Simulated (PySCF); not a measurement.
# A diatomic session: TlB

An exercise on one series of results from a longer session: the logs are not shown, and one member is left open.

The runs use PySCF 2.14.0; Tl def2-SVPD with ECP60, B def2-SVPD, scalar-relativistic core potentials.

The first run:

A driver script around PySCF takes these settings:

```yaml
atoms: Tl, B
charge: 0
basis: Tl def2-SVPD with ECP60, B def2-SVPD
Hamiltonian: scalar-relativistic core potentials
basis_functions: 52
electrons_treated: 26
masses_in_u: 204.9744, 11.0093
levels: PBE0, PBE, r²SCAN, LDA, TPSS, M06, HF, MP2, SCS-MP2, CCSD, CCSD(T)
grid: 80 radial by 434 angular points
occupations: held fixed by the projection of orbital angular momentum
dissociation_limit: Tl + B, each in its ground configuration
starting_distance_in_angstrom: 2.245
values_of_2S_to_try: 0, 2
```

Command:

```
> OMP_NUM_THREADS=1 python dia.py task.json out
```

Among the steps run: The job; The PBE0 curve of the state that the search chose; Higher solutions at PBE0; PBE; r²SCAN; LDA; TPSS (meta-GGA); M06; UHF; Adding correlation.

One table of the session follows, with a row left open; its other results are not shown here.

Energy (eV) from each level's lowest point:

| R (Å) | UHF | UHF-MP2 | UHF-SCS-MP2 | UHF-CCSD | UHF-CCSD(T) |
| --- | --- | --- | --- | --- | --- |
| 2.140 | 0.548 | 0.437 | 0.463 | n/a | n/a |
| 2.240 | 0.260 | 0.191 | 0.209 | 0.215 | 0.213 |
| 2.340 | 0.093 | 0.056 | 0.067 | 0.073 | 0.072 |
| 2.414 | 0.027 | 0.010 | 0.015 | 0.019 | 0.019 |
| 2.489 | 0.000 | 0.000 | 0.000 | 0.000 | 0.000 |
| 2.564 | 0.002 | 0.018 | 0.014 | 0.008 | 0.008 |
| 2.663 | 0.039 | 0.076 | 0.066 | 0.050 | 0.049 |
| 2.788 | ? | ? | ? | ? | ? |
| 2.937 | 0.249 | 0.354 | 0.327 | 0.273 | 0.270 |
| 3.136 | 0.422 | 0.596 | 0.549 | n/a | n/a |

Estimate the missing values for R (Å) = 2.788.

Worked estimate for «UHF». A straight line through the neighbours (2.663, 0.039) and (2.937, 0.249) gives 0.039 + (0.249 − 0.039) × (2.788 − 2.663) / (2.937 − 2.663) = 0.135; a parabola fitted to 4 rows on both sides gives 0.129.

**Answer.** UHF: 0.122; UHF-MP2: 0.187; UHF-SCS-MP2: 0.170; UHF-CCSD: 0.138; UHF-CCSD(T): 0.135. In «UHF» the line misses by +0.013 and the parabola by +0.007.
